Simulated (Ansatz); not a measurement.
# Ge2S7Sb2 (charge -2): geometry optimisation in Python

Aim: a geometry optimisation, for Ge2S7Sb2 (charge -2), run from a script. SMILES: [S-][Ge]12S[Ge]([S-])(S[Sb]3S1)S[Sb]3S2.

Program: Ansatz 0.2.0, driven from Python. Level of theory: PBE0+D4/def2-SVP. These are calculated values, not measurements.

## (1) Starting point

Bond lengths: S1–Ge2 2.184 Å, Ge2–S3 2.220 Å, S3–Ge4 2.220 Å, Ge4–S5 2.184 Å, Ge4–S6 2.217 Å, S6–Sb7 2.453 Å, Ge2–S8 2.217 Å, Sb7–S8 2.454 Å, Ge4–S9 2.217 Å, Sb7–Sb10 2.830 Å, S9–Sb10 2.453 Å, Ge2–S11 2.217 Å, Sb10–S11 2.453 Å. Angles (14 of 23 angles, heavy atoms first): S1–Ge2–S3 104.5°, S1–Ge2–S8 104.5°, S1–Ge2–S11 104.5°, S3–Ge2–S8 113.6°, S3–Ge2–S11 113.6°, S8–Ge2–S11 114.6°, Ge2–S3–Ge4 97.1°, S3–Ge4–S5 104.5°, S3–Ge4–S6 113.6°, S3–Ge4–S9 113.6°, S5–Ge4–S6 104.5°, S5–Ge4–S9 104.5°, S6–Ge4–S9 114.6°, Ge4–S6–Sb7 98.8°.

The script holds or builds the structure itself.

## (2) The code

Input file ge2s7sb2_opt.py:

```python
# -*- coding: utf-8 -*-
import itertools

import ansatz as az
from ase import Atoms
from ase.data import atomic_numbers, covalent_radii
import numpy as np


def main():
    atoms = Atoms(["S", "Ge", "S", "Ge", "S", "S", "Sb", "S", "S", "Sb", "S"], positions=[
        (-3.3962, -1.5034, -1.2375),
        (-1.6378, -0.4914, -0.4299),
        (0.0799, -1.6731, -1.1913),
        (1.6833, -0.4617, -0.2487),
        (3.5369, -1.4414, -0.8592),
        (1.8437, 1.592, -1.0692),
        (-0.0306, 2.6232, 0.132),
        (-1.7446, 1.5599, -1.2649),
        (1.6975, -0.5758, 1.9657),
        (-0.1415, 0.9795, 2.4331),
        (-1.8907, -0.6078, 1.7699),
    ])
    ge2s7sb2 = az.Crystal.molecule_from_ase(atoms)

    calc = (
        ge2s7sb2.calculation()
        .basis(gaussian="def2-SVP")
        .functional("PBE0", dispersion="d4")
        .charge(-2)
    )
    symbols = [site.symbol for site in ge2s7sb2.cartesian_sites]
    start = np.array([site.position_ang for site in ge2s7sb2.cartesian_sites], dtype=float)
    def progress(event):
        if event["event"] == "relax_step":
            row = event["data"]
            print(f"step {row['step']:3d}  E = {row['lagrangian_ev']:.6f} eV  largest force component {row['allowed_force_max_ev_ang']:.4f} eV/A")


    rep = calc.relax(force_tolerance=0.02, max_steps=100).session().plan().execute(on_event=progress).report
    end = np.array(rep["positions_ang"])

    for key in ("converged", "free_energy_ev", "reference_energy_ev", "n_frozen", "n_occupied", "n_virtual"):
        print(f"{key:22s} {rep[key]}")

    radius = [covalent_radii[atomic_numbers[s]] for s in symbols]
    span = lambda where, i, j: np.linalg.norm(where[i] - where[j])
    bonded = [(i, j) for i, j in itertools.combinations(range(len(symbols)), 2) if min(span(start, i, j), span(end, i, j)) < 1.2 * (radius[i] + radius[j])]
    print("pair        before    after (A)")
    for i, j in bonded:
        print(f"{symbols[i]}{i}-{symbols[j]}{j}".ljust(10), f"{span(start, i, j):8.4f} {span(end, i, j):8.4f}")

    charges = rep["charge_distribution"]
    print("dipole moment", round(4.803205 * float(np.linalg.norm(charges["dipole_moment_e_ang"])), 3), "D")
    print("Mulliken:", [(s, round(q, 3)) for s, q in zip(symbols, charges["mulliken_charges_e"])])
    with open("ge2s7sb2_opt.xyz", "w") as handle:
        handle.write(f"{len(symbols)}\nrelaxed Ge2S7Sb2(2-)\n")
        handle.writelines(f"{s:2s} {x:11.6f} {y:11.6f} {z:11.6f}\n" for s, (x, y, z) in zip(symbols, end))


if __name__ == "__main__":
    main()
```

## (3) What the engine is handed

The package turns the script's settings into the engine's input:

```yaml
crystal:
  periodic: [false, false, false]
  atoms:
    - { symbol: S, position_ang: [-3.3962, -1.5034, -1.2375] }
    - { symbol: Ge, position_ang: [-1.6378, -0.4914, -0.4299] }
    - { symbol: S, position_ang: [0.0799, -1.6731, -1.1913] }
    - { symbol: Ge, position_ang: [1.6833, -0.4617, -0.2487] }
    - { symbol: S, position_ang: [3.5369, -1.4414, -0.8592] }
    - { symbol: S, position_ang: [1.8437, 1.592, -1.0692] }
    - { symbol: Sb, position_ang: [-0.0306, 2.6232, 0.132] }
    - { symbol: S, position_ang: [-1.7446, 1.5599, -1.2649] }
    - { symbol: S, position_ang: [1.6975, -0.5758, 1.9657] }
    - { symbol: Sb, position_ang: [-0.1415, 0.9795, 2.4331] }
    - { symbol: S, position_ang: [-1.8907, -0.6078, 1.7699] }
basis:
  gaussian:
    orbitals: def2-SVP
hamiltonian:
  xc: pbe0
  dispersion: d4
total_charge: -2.0
relax:
  f_tol: 0.02
  max_steps: 100
```

## (4) The run

On the command line:

```console
python ge2s7sb2_opt.py
```

**Question.** What results will this script give? Wanted: total energy; moves of the relaxation; energy gained; last largest force component.

**Answer**, as computed:

```
                    quantity            value
                total energy  -201894.7275 eV
     moves of the relaxation                4
               energy gained         1.312 eV
last largest force component      0.0183 eV/Å
```

In words: The relaxation took 4 moves; the largest shift is 0.304 Å. The end point is the stationary point reached from this start; no frequency run checks that it is a minimum, and the basis set is modest. def2 sets replace the cores of elements past krypton by effective core potentials. An ion's dipole depends on the origin; the program takes it about the centre of nuclear charge. Total less reference energy is the dispersion correction. Anions want diffuse functions, which this basis lacks. The dipole of an ion depends on the origin.
